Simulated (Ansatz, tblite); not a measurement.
# The cluster Au10O5: isomers from a random search

One table from this session's results is given with a row withheld; the runs are named, their logs left out.

Computed with Ansatz 0.2.0, Gaussian basis. Level: relaxed with PBE-D4/def2-SVP, singlet.

2 further runs of the same task are left out: 2 set aside as unsound or not needed.

### Starting geometry

15 atoms, charge 0, spin multiplicity 1.

Atoms are counted from 1 here; the program's logs count them from 0.

Bond lengths: Au1–O13 2.149 Å, Au2–O12 2.116 Å, Au3–O15 2.357 Å, Au4–O11 1.831 Å, Au4–O15 1.888 Å, Au5–O12 1.903 Å, Au5–O15 1.893 Å, Au6–O12 2.154 Å, Au7–O13 1.902 Å, Au7–O14 1.894 Å, Au8–O13 2.116 Å, Au9–O11 1.841 Å, Au9–O14 1.904 Å, Au10–O14 2.351 Å. Angles: O11–Au4–O15 168.9°, O12–Au5–O15 175.8°, O13–Au7–O14 174.5°, O11–Au9–O14 177.3°, Au4–O11–Au9 118.3°, Au2–O12–Au5 82.4°, Au2–O12–Au6 161.7°, Au5–O12–Au6 79.7°, Au1–O13–Au7 80.1°, Au1–O13–Au8 162.3°, Au7–O13–Au8 82.1°, Au7–O14–Au9 104.3°, Au7–O14–Au10 134.3°, Au9–O14–Au10 72.8°, Au3–O15–Au4 72.7°, Au3–O15–Au5 137.5°, Au4–O15–Au5 106.4°.

Au takes a core potential in the def2 sets. No spin-orbit coupling is included.

A search from random starts with GFN2-xTB found 2 distinct shapes; 2 go on here. The structure above is candidate A, which lies 0.00 eV above the lowest at that level; B lies 0.56 eV above the lowest at that level.

The first run:

Input file in.yaml:

```yaml
crystal:
  periodic: [false, false, false]
  atoms:
    - {symbol: Au, position_ang: [-0.733080, -6.452340, 0.373970]}
    - {symbol: Au, position_ang: [-2.337830, 3.407170, 0.035300]}
    - {symbol: Au, position_ang: [3.536050, 2.037790, -0.167970]}
    - {symbol: Au, position_ang: [1.301060, 1.469910, 0.907310]}
    - {symbol: Au, position_ang: [0.201890, 4.167120, 0.080720]}
    - {symbol: Au, position_ang: [0.257010, 6.635190, -0.755800]}
    - {symbol: Au, position_ang: [-1.048770, -3.959130, -0.347090]}
    - {symbol: Au, position_ang: [-3.609770, -3.395520, 0.000200]}
    - {symbol: Au, position_ang: [0.605210, -1.500450, 0.114220]}
    - {symbol: Au, position_ang: [2.583550, -2.652820, -1.007270]}
    - {symbol: O, position_ang: [0.955930, -0.252740, 1.421630]}
    - {symbol: O, position_ang: [-1.301470, 5.166110, -0.521830]}
    - {symbol: O, position_ang: [-2.409970, -5.109920, 0.317260]}
    - {symbol: O, position_ang: [0.247460, -2.853950, -1.175910]}
    - {symbol: O, position_ang: [1.752720, 3.293560, 0.725250]}
basis:
  gaussian: {orbitals: def2-SVP}
hamiltonian: {xc: pbe, dispersion: d4}
scf: {lower_state_search: "off"}
output: {orbitals: {seedname: orbitals}}
relax: {f_tol: 0.03, max_steps: 70}
```

The run is started by

```
> ansatz run in.yaml --threads 2 --pin off --events-out ev --progress --plain --max-ram 22528MiB --backend cuda --devices 0, --max-vram 18GiB
```

Among the steps run: Relaxing candidate A; Relaxing candidate B; Candidate A, first pass, PBE0-D4/def2-SVP; Candidate A, PBE0-D4/def2-TZVP; Candidate A, PBE-D4/def2-TZVP; Candidate A, r2SCAN-D4/def2-TZVP; Candidate A, revPBE-D4/def2-TZVP; Candidate A, PBE-D4/def2-SVP; Candidate A, PBE0-D4/def2-SVP; Candidate A, MP2/def2-TZVP; Candidate A, RPA/def2-TZVP.

One of the session's tables, all rows but one given; the rest of the session is left out.

It belongs to the step «A against B». 

```
              level  A above B (kJ/mol)
           GFN1-xTB               +75.9
           GFN2-xTB                -5.3
       HF/def2-TZVP               -17.8
    PBE-D4/def2-SVP               +41.0
   PBE-D4/def2-TZVP               +55.7
revPBE-D4/def2-TZVP               +52.5
r2SCAN-D4/def2-TZVP                   ?
   PBE0-D4/def2-SVP               +34.2
  PBE0-D4/def2-TZVP               +51.5
      RPA/def2-TZVP               +40.8
      MP2/def2-TZVP              +254.8
```

Q: Estimate the row for r2SCAN-D4/def2-TZVP from the others.

As computed: A above B (kJ/mol): +53.0. In the column «A above B (kJ/mol)» it lies between revPBE-D4/def2-TZVP (+52.5) and PBE-D4/def2-TZVP (+55.7).

To keep in mind: The search was small, so a lower isomer may exist. Only singlets are compared; another spin may lie lower and prefer another shape.
